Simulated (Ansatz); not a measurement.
The system is WS.

```xyz
2
Lattice="3.0079 0.0000 0.0000 0.0000 3.0079 0.0000 0.0000 0.0000 3.0079" Properties=species:S:1:pos:R:3 pbc="T T T"
W     1.5039    1.5039    1.5039
S     0.0000    0.0000    0.0000
```

The cell was built by a generator and needn't be a form met in nature.

Base run:

```yaml
Program: Ansatz 0.2.0
Functional: LDA
Potentials_or_basis: Ansatz PAW
Cutoff: "420 eV (not typed: the program's choice for these potentials)"
k_mesh: 9 × 9 × 9
Occupations: fermi-dirac, width 0.05 eV
Spin: no spin polarisation
Hubbard_terms: W d U = 5 eV
```

Its results: band gap on the k mesh none (metal or under the smearing width); pressure -8.9 GPa.

The run is repeated on the same cell with these changes: hubbard terms from W d U = 5 eV to W d U = 6 eV. What comes out?

Band gap on the k mesh none (metal or under the smearing width); pressure -7.0 GPa.

Caveats: spin-orbit coupling is left out, which moves the levels of the heavy elements; U without spin polarisation on a metal has little footing; the PAW data sets come from PBE, with cores solved anew for the run's functional, which leaves a small shift of forces and pressure.
